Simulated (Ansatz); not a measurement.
Co4Ge:

```
Ge Co
1.0
     1.31250    0.75777    9.86265
    -1.31250    0.75777    9.86265
     0.00000   -1.51554    9.86265
Ge Co
1 4
Direct
  0.00000 0.00000 0.00000
  0.59884 0.59884 0.59884
  0.20032 0.20032 0.20032
  0.79968 0.79968 0.79968
  0.40116 0.40116 0.40116
```

The cell comes from a database or a generator and needn't be the stable form of this composition.

```yaml
Program: Ansatz 0.2.0
Task: relaxation of cell and atoms
Functional: PBEsol
Potentials_or_basis: Ansatz PAW
Cutoff: "420 eV (not typed: the program's choice for these potentials)"
k_mesh: 12 × 12 × 12
Occupations: fermi-dirac, width 0.05 eV
Spin: collinear spin, ferromagnetic start
Starting_moments: "[0.0, 2.0, 2.0, 2.0, 2.0] μB"
```

At the start: volume 11.77 Å³/atom.

**Question.** Where does the relaxation end?

**Answer.** It ends after 5 steps and the volume is 11.24 Å³/atom (-4.5 %); space group R-3m (No. 166, to 0.05 Å); moment 5.79 μB per cell.

Step by step:
```csv
step,energy change (eV),largest force (eV/Å),volume (Å³)
1,0.0000,0.0531,58.85
2,-0.0688,0.0448,57.04
3,-0.0784,0.0192,56.12
4,-0.0785,0.0008,56.18
5,-0.0764,0.0008,56.18
```

Final structure:
```
Ge Co
1.0
     1.29083    0.74526    9.73314
    -1.29083    0.74526    9.73314
     0.00000   -1.49053    9.73314
Ge Co
1 4
Direct
  0.00000 0.00000 0.00000
  0.59901 0.59901 0.59901
  0.20010 0.20010 0.20010
  0.79990 0.79990 0.79990
  0.40099 0.40099 0.40099
```

Caveat: the plane-wave basis is chosen anew once the cell has moved, so the energies of steps on either side of that aren't comparable; the PAW data sets come from PBE, with cores solved anew for the run's functional, which leaves a small shift of forces and pressure.
